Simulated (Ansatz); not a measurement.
# ZnS (Wurtzite-2H): the cost of one run

Program: Ansatz 0.2.0. Level of theory: DFT PBE, scalar-relativistic, plane waves, PAW. These are calculated values, not measurements.

## Step 1: The starting structure

Symmetry: P6_3mc, No. 186, hexagonal system. The conventional cell has a = 3.846 Å, b = 3.846 Å, c = 6.304 Å, α = 90.00°, β = 90.00°, γ = 120.00°. Around Zn (site symmetry 3m) lie 4 S at 2.36 Å. S (site symmetry 3m) is surrounded by 4 Zn at 2.36 Å.

Structure file:

```cif
data_structure
_symmetry_space_group_name_H-M 'P 1'
_symmetry_Int_Tables_number 1
_cell_length_a 3.8458
_cell_length_b 3.8458
_cell_length_c 6.3040
_cell_angle_alpha 90.000
_cell_angle_beta 90.000
_cell_angle_gamma 120.000
_cell_volume 80.75
loop_
_atom_site_label
_atom_site_type_symbol
_atom_site_fract_x
_atom_site_fract_y
_atom_site_fract_z
_atom_site_occupancy
Zn1 Zn 0.33333 0.66667 0.00520 1
Zn2 Zn 0.66667 0.33333 0.50520 1
S1 S 0.33333 0.66667 0.37980 1
S2 S 0.66667 0.33333 0.87980 1
```

This cell comes from an earlier session at PBE: 20.187 Å³/atom at -0.01 GPa, on a 8×8×4 mesh.

## Step 2: Field gradients and densities at the nuclei

File input.yaml:

```yaml
crystal:
  lattice:
    - [3.8458156461, 0.0, 0.0]
    - [-1.9229078231, 3.3305740478, 0.0]
    - [0.0, 0.0, 6.303969835]
  atoms:
    - { symbol: Zn, position: [0.3333333333, 0.6666666667, 0.0052008606] }
    - { symbol: Zn, position: [0.6666666667, 0.3333333333, 0.5052008606] }
    - { symbol: S, position: [0.3333333333, 0.6666666667, 0.3797991394] }
    - { symbol: S, position: [0.6666666667, 0.3333333333, 0.8797991394] }
basis:
  ecutwfc: 420
  ecutrho_ratio: 4
kpoints:
  mp_grid: { grid: [8, 8, 4] }
hamiltonian:
  xc: pbe
  pseudopotentials: { kind: paw, frozen_core: stored }
scf:
  occupations: { method: gaussian, width: 0.05 }
output:
  forces: true
  stress: true
  eigenvalues: true
  efg:
    contact_densities: true
    quadrupole_moments_barn: { S: -0.0694, Zn: 0.122 }
```

The run is started by

```console
$ ansatz run input.yaml --threads 1 --pin off --max-ram 2560MiB --backend cpu --events-out ev --progress --plain --runs-dir out
```

Q: Estimate wall time and peak memory on 1 thread of Arm Neoverse N1, shared host.

About 9.5 s, with a peak of 0.31 GiB.
